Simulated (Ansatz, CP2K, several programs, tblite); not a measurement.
Energy against volume for Rb2BrCl as one 4-atom ordering (R-3m) on the rocksalt lattice, at fixed shape and fractional coordinates, computed by several methods (PBE and r2SCAN, where shown, with plane waves in Ansatz); the cell shown is that of r2SCAN. With free coordinates or axes held, a curve is too stiff, and on another method's shape its minimum isn't the method's own volume. The symmetry is R-3m (No. 166, trigonal); a = 4.781 Å, c = 23.462 Å in the conventional setting, 38.70 Å³ an atom. Cl is surrounded by 6 Rb at 3.33 Å; Br is surrounded by 6 Rb at 3.44 Å; Rb is surrounded by 3 Cl at 3.33 Å and 3 Br at 3.44 Å. No spin polarisation. The prototype was imposed, so other structures may be more stable. Energies count from each curve's lowest point; fits are third-order Birch-Murnaghan.

```cif
data_structure
_symmetry_space_group_name_H-M 'P 1'
_symmetry_Int_Tables_number 1
_cell_length_a 8.2934
_cell_length_b 8.2934
_cell_length_c 8.2934
_cell_angle_alpha 33.505
_cell_angle_beta 33.505
_cell_angle_gamma 33.505
_cell_volume 154.80
loop_
_atom_site_label
_atom_site_type_symbol
_atom_site_fract_x
_atom_site_fract_y
_atom_site_fract_z
_atom_site_occupancy
Cl1 Cl 0.00000 0.00000 0.00000 1
Br1 Br 0.50000 0.50000 0.50000 1
Rb1 Rb 0.25399 0.25399 0.25399 1
Rb2 Rb 0.74601 0.74601 0.74601 1
```

GFN2-xTB (tblite), on the shape of the cell shown, as a cluster of 48 atoms at the zone centre:

| V (Å³/atom) | E (meV/atom) |
| --- | --- |
| 34.057 | 128.28 |
| 36.379 | 89.69 |
| 38.701 | 55.09 |
| 41.023 | 25.25 |
| 43.345 | 0.00 |

The lowest point is an end point, so the minimum isn't bracketed.

light PBE (260 eV, its own mesh), on the shape of the cell shown:
```
V (Å³/atom)  E (meV/atom)
     35.605         30.92
     37.153         15.26
     38.701          3.27
     40.249          0.00
     41.797          2.42
     43.345          8.48
```
The points scatter about a smooth fit, as a low cutoff and a light mesh can make them, so no fit is quoted.

**Question.** PBE, on the shape of its own relaxed cell, gives

| V (Å³/atom) | E (meV/atom) |
| --- | --- |
| 37.889 | 6.62 |
| 39.099 | 1.55 |
| 40.308 | 0.00 |
| 41.517 | 1.39 |
| 42.726 | 5.24 |

What equilibrium volume and bulk modulus follow?

**Answer.** V₀ = 40.31 Å³ an atom and B₀ = 13 GPa.

**Question.** r2SCAN, on the shape of its own relaxed cell, gives
```
V (Å³/atom)  E (meV/atom)
     36.379          7.95
     37.540          1.96
     38.701          0.00
     39.862          1.40
     41.023          5.60
```
What equilibrium volume and bulk modulus follow?

**Answer.** V₀ = 38.76 Å³ an atom and B₀ = 15 GPa.

**Question.** PBE/DZVP (CP2K), on the shape of the cell shown, gives
```csv
V (Å³/atom),E (meV/atom)
34.057,63.98
36.379,24.15
38.701,4.81
41.023,0.00
43.345,5.59
```
What equilibrium volume and bulk modulus follow?

**Answer.** V₀ = 40.81 Å³ an atom and B₀ = 13 GPa.
